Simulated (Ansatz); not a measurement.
Working through a single point in a Gaussian basis of BGeH₈NSi, SMILES [NH2][GeH2][BH][SiH3]

Program: Ansatz 0.2.0 through its Python package.

Typed at the interpreter:
```pycon
>>> from pathlib import Path
>>> import warnings
>>> import ansatz as az
>>> import numpy as np
>>> import pandas as pd
>>> BASIS_SET = "def2-SVP"
>>> XC = "hf"
>>> GEOMETRY = """
... N    -1.43610    2.03510   -0.09830
... Ge   -1.31880    0.23450   -0.33730
... B     0.59480   -0.22920   -0.62960
... Si    1.60040   -1.40420    0.62540
... H    -0.87510    2.33370    0.68080
... H    -1.06780    2.54270   -0.95840
... H    -1.81780   -0.48590    0.93070
... H    -2.09660   -0.19260   -1.57980
... H     1.22270    0.24090   -1.48910
... H     2.02220   -2.59590   -0.06870
... H     0.57240   -1.83600    1.69600
... H     2.67670   -0.69830    1.26240
... """
>>> warnings.simplefilter("ignore", az.DeckWarning)
>>> bgeh8nsi = az.Crystal.molecule()
>>> for line in GEOMETRY.strip().splitlines():
...     symbol, *xyz = line.split()
...     bgeh8nsi = bgeh8nsi.atom(symbol, [float(v) for v in xyz])
...
>>> setup = (
...     bgeh8nsi.calculation()
...     .basis(gaussian=BASIS_SET)
...     .functional(XC)
...     .forces()
...     .orbitals()
... )
>>> res = setup.run(threads=1, runs_dir="runs")

>>> summary = res.report
>>> summary["reference_energy_ev"]
-66603.0645658555
>>> summary["free_energy_ev"]
-66603.0645658555
>>> summary["published_state_doubts"]
[]
>>> print("reference energy %16.6f eV" % summary["reference_energy_ev"])
reference energy    -66603.064566 eV
>>> print("total energy     %16.6f eV" % summary["free_energy_ev"])
total energy        -66603.064566 eV
>>> print("occupied (up, down):", summary["n_occupied"], " virtual:", summary["n_virtual"], " frozen:", summary["n_frozen"])
occupied (up, down): [33, 33]  virtual: [85, 85]  frozen: 0
>>> symbols = [site.symbol for site in bgeh8nsi.cartesian_sites]
>>> forces = np.array(summary["forces_ev_ang"])
>>> print("largest force", round(float(np.linalg.norm(forces, axis=1).max()), 4), "eV/A, rms", round(float(np.sqrt((forces ** 2).mean())), 4))
largest force 2.6743 eV/A, rms 0.8428
>>> charges = summary["charge_distribution"]
>>> table = pd.DataFrame({"atom": symbols, "mulliken": charges["mulliken_charges_e"], "lowdin": charges["lowdin_charges_e"]})
>>> table.round(3)
   atom  mulliken  lowdin
0     N    -0.542   0.014
1    Ge     0.704   0.193
2     B    -0.198  -0.220
3    Si     0.489   0.392
4     H     0.129  -0.004
5     H     0.146   0.040
6     H    -0.131  -0.064
7     H    -0.140  -0.066
8     H    -0.047  -0.027
9     H    -0.136  -0.082
10    H    -0.138  -0.093
11    H    -0.137  -0.084
>>> print("dipole (e A):", np.round(charges["dipole_moment_e_ang"], 4) + 0.0)
dipole (e A): [ 0.33    0.118  -0.1583]
>>> lines = Path(summary["orbitals_path"]).read_text().splitlines()
>>> field_of = lambda key: [line.split("=")[1].strip() for line in lines if line.startswith(key)]
>>> orbitals = [(27.211386 * float(e), s, float(n)) for e, s, n in zip(field_of("Ene="), field_of("Spin="), field_of("Occup="))]
>>> homo = max(e for e, _, n in orbitals if n > 0.5)
>>> lumo = min(e for e, _, n in orbitals if n < 0.5)
>>> print(f"HOMO {homo:.3f} eV, LUMO {lumo:.3f} eV, gap {lumo - homo:.3f} eV")
HOMO -9.806 eV, LUMO 0.837 eV, gap 10.642 eV
```

Notes:
- Total energies depend on the basis set; only differences at equal settings carry meaning.
- The geometry is a force-field or estimated start, not a minimum of this method, and the basis set is short of its limit.
- The Löwdin charges here are taken after orthogonalising the functions within each atom; they differ from plain Löwdin charges, and their signs can be unphysical.
- Levels such as HOMO and LUMO are orbital energies: in Hartree-Fock the gap is too wide and the LUMO hangs on the basis.
- Wall time of the script: 3.9 s on 1 thread of Arm Neoverse V2, on a shared host, peak memory 0.35 GiB.

(Lines on the test bed's own set-up are left out of the output.)
